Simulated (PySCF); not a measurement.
# Ways to converge the SCF of Ne

Aim: find out which solver settings change the answer for Ne.

Method: method and basis as typed in the scripts; program: PySCF 2.14.0.

1 further run of the same task is left out (it didn't finish).

## Step 1: The atom

Ne: 1 atom, charge 0, spin multiplicity 1.

## Step 2: The base run

input.py

```python
from pyscf import gto, dft

mol = gto.M(
    atom='Ne 0 0 0',
    basis='jorge-dzp',
    charge=0,
    spin=0,
    verbose=3,
)
mf = dft.RKS(mol, xc='pw91')
mf.kernel()
mf.analyze()
print('orbital energies (hartree):', mf.mo_energy[..., max(0, mol.nelec[1]-3):mol.nelec[0]+3].round(4))
```

Launch:

```console
OMP_NUM_THREADS=1 python input.py
```

Its log is not repeated here.

In short: E(SCF) = -128.911691 Eh.

## Step 3: Point-group symmetry on

Variant 1 changes point-group symmetry: off → on.

input.py

```python
from pyscf import gto, dft

mol = gto.M(
    atom='Ne 0 0 0',
    basis='jorge-dzp',
    charge=0,
    spin=0,
    symmetry=True,
    verbose=3,
)
mf = dft.RKS(mol, xc='pw91')
mf.kernel()
mf.analyze()
print('orbital energies (hartree):', mf.mo_energy[..., max(0, mol.nelec[1]-3):mol.nelec[0]+3].round(4))
```

Launch:

```console
OMP_NUM_THREADS=1 python input.py
```

## Step 4: Level shift 5 hartree

Variant 2 changes level shift: none → 5 hartree.

input.py, as its differences from that of step 2:

```diff
@@ -10,2 +10,3 @@
 mf = dft.RKS(mol, xc='pw91')
+mf.level_shift = 5.0
 mf.kernel()
```

## Step 5: Level shift 0.5 hartree

Variant 3 changes level shift: none → 0.5 hartree.

input.py, as its differences from that of step 2:

```diff
@@ -10,2 +10,3 @@
 mf = dft.RKS(mol, xc='pw91')
+mf.level_shift = 0.5
 mf.kernel()
```

## Step 6: Damping 0.95

Variant 4 changes damping: none → 0.95.

input.py, as its differences from that of step 2:

```diff
@@ -10,2 +10,4 @@
 mf = dft.RKS(mol, xc='pw91')
+mf.damp = 0.95
+mf.diis_start_cycle = 8
 mf.kernel()
```

**Question.** What will these runs give? Wanted: for each run, E(SCF); from base; gap.

The runs gave:

| run | E(SCF) (hartree) | from base (eV) | gap (eV) |
| --- | --- | --- | --- |
| base | -128.911691 | 0 | 36.70 |
| point-group symmetry on | -128.911691 | 0.0000 | 36.70 |
| level shift 5 hartree | -128.911691 | 0.0000 | 36.70 |
| level shift 0.5 hartree | -128.911691 | 0.0000 | 36.70 |
| damping 0.95 | -128.911691 | 0.0000 | 36.70 |

**Reading.** No change of the SCF energy comes from point-group symmetry on or level shift 5 hartree or level shift 0.5 hartree or damping 0.95.
